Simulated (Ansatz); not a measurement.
# K: properties at the relaxed cell

An exercise on one series of results from a longer session: the logs are not shown, and one member is left open.

The COD entry's cell or inner coordinates are ideal or old and differ from later refinements, so a difference from it is no clean test against experiment.

Computed with Ansatz 0.2.0 (DFT PBEsol, scalar-relativistic, plane waves, PAW, unless a step's input says otherwise).

1 further run of the same task is left out (set aside as unsound or not needed).

## The system as given

It takes space group Im-3m (No. 229, cubic). The conventional cell has a = 5.225 Å, b = 5.225 Å, c = 5.225 Å, α = 90.00°, β = 90.00°, γ = 90.00°.

Structure file:

```cif
data_structure
_symmetry_space_group_name_H-M 'Im-3m'
_symmetry_Int_Tables_number 229
_cell_length_a 5.2250
_cell_length_b 5.2250
_cell_length_c 5.2250
_cell_angle_alpha 90.000
_cell_angle_beta 90.000
_cell_angle_gamma 90.000
_cell_volume 142.65
loop_
_atom_site_label
_atom_site_type_symbol
_atom_site_symmetry_multiplicity
_atom_site_Wyckoff_symbol
_atom_site_fract_x
_atom_site_fract_y
_atom_site_fract_z
_atom_site_occupancy
K1 K 2 a 0.00000 0.00000 0.00000 1
```

This cell was relaxed beforehand with the same method: volume 71.32 Å³/atom, gap on the mesh none (metal).

The first run:

Input file input.yaml:

```yaml
crystal:
  lattice:
    - [-2.6125, 2.6125, 2.6125]
    - [2.6125, -2.6125, 2.6125]
    - [2.6125, 2.6125, -2.6125]
  atoms:
    - { symbol: K, position: [0.0, 0.0, 0.0] }
basis:
  ecutwfc: 420
kpoints:
  mp_grid: { grid: [12, 12, 12] }
  band_path:
    path:
      - [[0.0, 0.0, 0.0], [0.5, -0.5, 0.5], [0.0, 0.0, 0.5], [0.0, 0.0, 0.0], [0.25, 0.25, 0.25], [0.5, -0.5, 0.5]]
      - [[0.25, 0.25, 0.25], [0.0, 0.0, 0.5]]
    npoints: 14
hamiltonian:
  xc: pbesol
scf:
  occupations: { method: gaussian, width: 0.1 }
  n_extra_bands: 6
output:
  forces: true
  stress: true
  eigenvalues: true
  populations: true
  dos: { projected: true, de: 0.02, nscf_kmesh: { grid: [18, 18, 18] } }
  bader: true
  write_density: true
  write_potential: true
  elf: true
  volumetric_format: npy
```

Command:

```sh
$ ansatz run input.yaml --threads 1 --pin off --max-ram 2560MiB --backend cpu --events-out ev --progress --plain --runs-dir out
```

Among the steps run: Static run: bands, density of states and charges; Back to the database's cell; Point at V/V0 = 0.97; Volume × 1.03; The cell scaled to 0.94 of its volume; Point at V/V0 = 1.06; The cell scaled to 0.91 of its volume; The cell scaled to 1.10 of its volume; The cell scaled to 0.88 of its volume.

One of the session's tables, all rows but one given; the rest of the session is left out.

It belongs to the step «Fit of the equation of state». 

```
volume (Å³/atom)  energy above the lowest point (meV/atom)  pressure (GPa)
          62.764                                      13.1            0.57
          64.904                                       6.8            0.39
          67.044                                       2.6            0.23
          69.183                                         ?               ?
          71.323                                       0.0           -0.02
          73.463                                       1.0           -0.12
          75.602                                       3.2           -0.21
          78.455                                       7.9           -0.31
```

Q: Estimate the row for volume (Å³/atom) = 69.183 from the others.

Worked estimate for «energy above the lowest point (meV/atom)». A straight line through the neighbours (67.044, 2.6) and (71.323, 0.0) gives 2.6 + (0.0 − 2.6) × (69.183 − 67.044) / (71.323 − 67.044) = 1.3; a parabola fitted to 4 rows on both sides gives 0.4.

The run gave: energy above the lowest point (meV/atom): 0.5; pressure (GPa): 0.10. In «energy above the lowest point (meV/atom)» the line misses by +0.8 and the parabola by -0.1.

To keep in mind: The projections leave out shells that the potentials don't hold, such as empty d states.
